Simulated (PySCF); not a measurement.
# C3H10Si (trimethylsilane): levels of theory compared

Wanted: a comparison of 5 runs (B3LYP/cc-pVDZ, PBE/cc-pVDZ, TPSS/cc-pVDZ, revPBE/cc-pVDZ, CCSD(T)/cc-pVDZ) of C3H10Si (trimethylsilane). Input form: a Python script.

The results are computed with PySCF 2.14.0.

### 1 The system as given

The species is C3H10Si (14 atoms), meant as a singlet with charge 0. As SMILES, `C[SiH](C)C`. One bond was lengthened or shortened from a relaxed shape.

Bond lengths: C1–Si2 2.155 Å, Si2–C3 1.874 Å, Si2–C4 1.874 Å, C1–H5 1.093 Å, C1–H6 1.093 Å, C1–H7 1.094 Å, Si2–H8 1.494 Å, C3–H9 1.094 Å, C3–H10 1.093 Å, C3–H11 1.093 Å, C4–H12 1.093 Å, C4–H13 1.094 Å, C4–H14 1.093 Å. Some angles: C1–Si2–C3 110.3°, C1–Si2–C4 110.3°, C3–Si2–C4 110.3°, C1–Si2–H8 108.6°, C3–Si2–H8 108.6°, C4–Si2–H8 108.6°, Si2–C1–H5 111.2°, Si2–C1–H6 111.1°, Si2–C1–H7 110.9°, Si2–C3–H9 110.9°.

### 2 The energy at B3LYP/cc-pVDZ (run 1)

File calc.py:

```python
from pyscf import gto, dft

mol = gto.M(
    atom='''
C   -1.049487   1.247157  -1.246466
Si  -0.338800  -0.014600   0.348900
C    1.239400   0.684100   1.077800
C   -0.051300  -1.756700  -0.277600
H   -1.980787   0.861757  -1.668966
H   -1.238587   2.263257  -0.891166
H   -0.314287   1.305857  -2.053966
H   -1.379500  -0.059300   1.420400
H    2.029000   0.733500   0.322800
H    1.601800   0.063500   1.901200
H    1.081800   1.694100   1.464300
H   -0.968800  -2.184000  -0.689800
H    0.706900  -1.767300  -1.065700
H    0.291900  -2.413100   0.526000
''',
    max_memory=1860,
    charge=0,
    basis='cc-pvdz',
    verbose=3,
)

mf = dft.RKS(mol, xc='b3lyp')
mf.grids.level = 5
mf.conv_tol = 1e-10
mf.kernel()
if not mf.converged:
    mf = mf.newton().run(mf.mo_coeff, mf.mo_occ)

etot = mf.e_tot
print(f'total energy: {etot:.8f} hartree')
```

Command:

```console
$ OMP_NUM_THREADS=1 python calc.py
```

The program printed:

```text
converged SCF energy = -409.861508197958
total energy: -409.86150820 hartree
```

Run time: 45 s. Hardware: 1 thread of Intel Xeon at 2.70GHz, shared host; peak memory 0.59 GiB.

### 3 The energy at PBE/cc-pVDZ (run 2)

File input.py:

```python
from pyscf import gto, dft

system = gto.Mole()
system.atom = '''
C   -1.049487   1.247157  -1.246466
Si  -0.338800  -0.014600   0.348900
C    1.239400   0.684100   1.077800
C   -0.051300  -1.756700  -0.277600
H   -1.980787   0.861757  -1.668966
H   -1.238587   2.263257  -0.891166
H   -0.314287   1.305857  -2.053966
H   -1.379500  -0.059300   1.420400
H    2.029000   0.733500   0.322800
H    1.601800   0.063500   1.901200
H    1.081800   1.694100   1.464300
H   -0.968800  -2.184000  -0.689800
H    0.706900  -1.767300  -1.065700
H    0.291900  -2.413100   0.526000
'''
system.verbose = 3
system.max_memory = 1860
system.basis = 'cc-pvdz'
system.charge = 0
system.spin = 0
system.build()

myscf = dft.RKS(system)
myscf.xc = 'pbe'
myscf.conv_tol = 1e-10
myscf.grids.level = 5
myscf.kernel()
if not myscf.converged:
    myscf = myscf.newton().run(myscf.mo_coeff, myscf.mo_occ)

e_tot = myscf.e_tot
print('E = %.10f Eh' % e_tot)
```

Command:

```console
$ OMP_NUM_THREADS=1 python input.py
```

The program printed:

```text
converged SCF energy = -409.498739407815
E = -409.4987394078 Eh
```

Run time: 45 s. Hardware: 1 thread of Intel Xeon at 2.70GHz, shared host; peak memory 0.59 GiB.

Runs 3 to 4 aren't shown in full; the table further down has their settings and results.

### 4 A single-point energy at CCSD(T)/cc-pVDZ (run 5)

File input.xyz:

```xyz
14
C3H10Si
C     -1.049487     1.247157    -1.246466
Si    -0.338800    -0.014600     0.348900
C      1.239400     0.684100     1.077800
C     -0.051300    -1.756700    -0.277600
H     -1.980787     0.861757    -1.668966
H     -1.238587     2.263257    -0.891166
H     -0.314287     1.305857    -2.053966
H     -1.379500    -0.059300     1.420400
H      2.029000     0.733500     0.322800
H      1.601800     0.063500     1.901200
H      1.081800     1.694100     1.464300
H     -0.968800    -2.184000    -0.689800
H      0.706900    -1.767300    -1.065700
H      0.291900    -2.413100     0.526000
```

File job.py:

```python
from pyscf import gto, cc

mol = gto.Mole()
mol.atom = 'input.xyz'
mol.spin = 0
mol.max_memory = 1860
mol.verbose = 3
mol.basis = 'cc-pvdz'
mol.build()

hf = mol.RHF()
hf.conv_tol = 1e-10
hf.kernel()
if not hf.converged:
    hf = hf.newton().run(hf.mo_coeff, hf.mo_occ)

mycc = cc.CCSD(hf, frozen=8)
mycc.kernel()
e_t = mycc.ccsd_t()
etot = mycc.e_tot + e_t
print('Final energy', etot)
```

Command:

```console
$ OMP_NUM_THREADS=1 python job.py
```

The program printed:

```text
converged SCF energy = -408.371455629463
E(CCSD) = -408.9856509259811  E_corr = -0.6141952965183712
CCSD(T) correction = -0.0169187265876574
Final energy -409.00256965256875
```

It took 81 s on 1 thread of Intel Xeon at 2.70GHz, shared host; peak memory 0.85 GiB.

### 5 The series

| run | level | integration grid | frozen core orbitals | energy (Eh) | dipole moment (D) of the reference | HOMO energy (eV) | LUMO energy (eV) | wall time |
| --- | --- | --- | --- | --- | --- | --- | --- | --- |
| 1 | B3LYP/cc-pVDZ | 5 | – | -409.861508 | 0.74 | -7.59 | 1.37 | 45 s |
| 2 | PBE/cc-pVDZ | 5 | – | -409.498739 | 0.77 | -6.59 | 0.80 | 45 s |
| 3 | TPSS/cc-pVDZ | 5 | – | -409.888197 | 0.74 | -6.72 | 1.04 | 77 s |
| 4 | revPBE/cc-pVDZ | 5 | – | -409.736830 | 0.76 | -6.56 | 0.89 | 49 s |
| 5 | CCSD(T)/cc-pVDZ | – | 8 | -409.002570 | 0.72 | -10.71 | 4.60 | 81 s |

### 6 Summary of results

```
                                          quantity          value
                               run 5: total energy  -409.00257 Eh
       run 5: dipole moment (Hartree–Fock density)         0.72 D
        run 5: HOMO energy (Hartree–Fock orbitals)      -10.71 eV
        run 5: LUMO energy (Hartree–Fock orbitals)        4.60 eV
      run 5: HOMO–LUMO gap (Hartree–Fock orbitals)       15.31 eV
run 5: correlation energy (8 core orbitals frozen)     -631.1 mEh
                             run 5: (T) correction     -16.92 mEh
                              run 5: T1 diagnostic          0.008
```

In words: Over runs 1, 2, 3, 4 the dipole moment (its size) runs from 0.74 D (B3LYP/cc-pVDZ) to 0.77 D (PBE/cc-pVDZ). Over runs 1, 2, 3, 4 the HOMO–LUMO gap runs from 7.40 eV (PBE/cc-pVDZ) to 8.96 eV (B3LYP/cc-pVDZ). Totals of different functionals can't be ranked against each other. All runs together took 5 min, the longest 81 s.
